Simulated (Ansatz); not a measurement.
**C2H6FSi radical: basis-set convergence**

An exercise on one series of results from a longer session: the logs are not shown, and one member is left open.

The runs use Ansatz 0.2.0, Gaussian basis; one geometry, several basis sets.

The runs, in order: PBE0-D4/def2-SVP; ωB97M-V/def2-SVP; PBE0-D4/def2-QZVPP; ωB97M-V/def2-QZVPP; the functionals' def2-TZVPP values are taken from earlier runs.

## The relaxed structure

All runs share one geometry, relaxed beforehand with PBE0-D4 in a triple-zeta def2 set.

SMILES `[CH2][SiH](C)F`, 10 atoms, charge 0, spin multiplicity 2.

Atoms are counted from 1 here; the program's logs count them from 0.

Bond lengths: C1–Si2 1.834 Å, C1–H5 1.086 Å, C1–H6 1.086 Å, Si2–C3 1.856 Å, Si2–F4 1.607 Å, Si2–H7 1.489 Å, C3–H8 1.092 Å, C3–H9 1.094 Å, C3–H10 1.092 Å. Angles: Si2–C1–H5 122.7°, Si2–C1–H6 122.6°, H5–C1–H6 114.6°, C1–Si2–C3 112.1°, C1–Si2–F4 108.2°, C1–Si2–H7 110.8°, C3–Si2–F4 109.3°, C3–Si2–H7 110.4°, F4–Si2–H7 105.8°, Si2–C3–H8 111.2°, Si2–C3–H9 110.2°, Si2–C3–H10 110.8°, H8–C3–H9 108.2°, H8–C3–H10 108.4°, H9–C3–H10 108.0°.

The first run:

in.yaml

```yaml
crystal:
  periodic: [false, false, false]
  atoms:
    - {symbol: C, position_ang: [-1.099575, 1.283330, -0.238520]}
    - {symbol: Si, position_ang: [-0.130732, -0.223676, -0.630291]}
    - {symbol: C, position_ang: [0.977251, -0.727084, 0.770802]}
    - {symbol: F, position_ang: [-1.162211, -1.414596, -0.944404]}
    - {symbol: H, position_ang: [-0.725587, 2.069673, 0.410481]}
    - {symbol: H, position_ang: [-2.075990, 1.479774, -0.671080]}
    - {symbol: H, position_ang: [0.663064, -0.034325, -1.876036]}
    - {symbol: H, position_ang: [0.402556, -0.917423, 1.680008]}
    - {symbol: H, position_ang: [1.700217, 0.065475, 0.983767]}
    - {symbol: H, position_ang: [1.534106, -1.632250, 0.518171]}
basis:
  gaussian: {orbitals: def2-SVP}
magnetization: {spin_polarized: true, initial_magnetization: 1}
hamiltonian: {xc: pbe0, dispersion: d4}
output: {orbitals: {seedname: orbitals}}
```

Among the steps run: PBE0-D4 in def2-SVP; ωB97M-V in def2-SVP; PBE0-D4 in def2-QZVPP; ωB97M-V in def2-QZVPP.

One table of the session follows, with a row left open; its other results are not shown here.

It belongs to the step «Functionals by basis». 

```
functional       basis  HOMO (eV)  LUMO (eV)
   PBE0-D4    def2-SVP      -7.11      -2.26
   PBE0-D4  def2-TZVPP      -7.17      -2.46
   PBE0-D4  def2-QZVPP      -7.19      -2.50
   ωB97M-V    def2-SVP      -9.15      -0.28
   ωB97M-V  def2-TZVPP          ?          ?
   ωB97M-V  def2-QZVPP      -9.23      -0.71
```

**Question.** Estimate the row for ωB97M-V, def2-TZVPP.

The run gave: HOMO (eV): -9.22; LUMO (eV): -0.63. In the column «HOMO (eV)» it lies between ωB97M-V, def2-QZVPP (-9.23) and ωB97M-V, def2-SVP (-9.15).
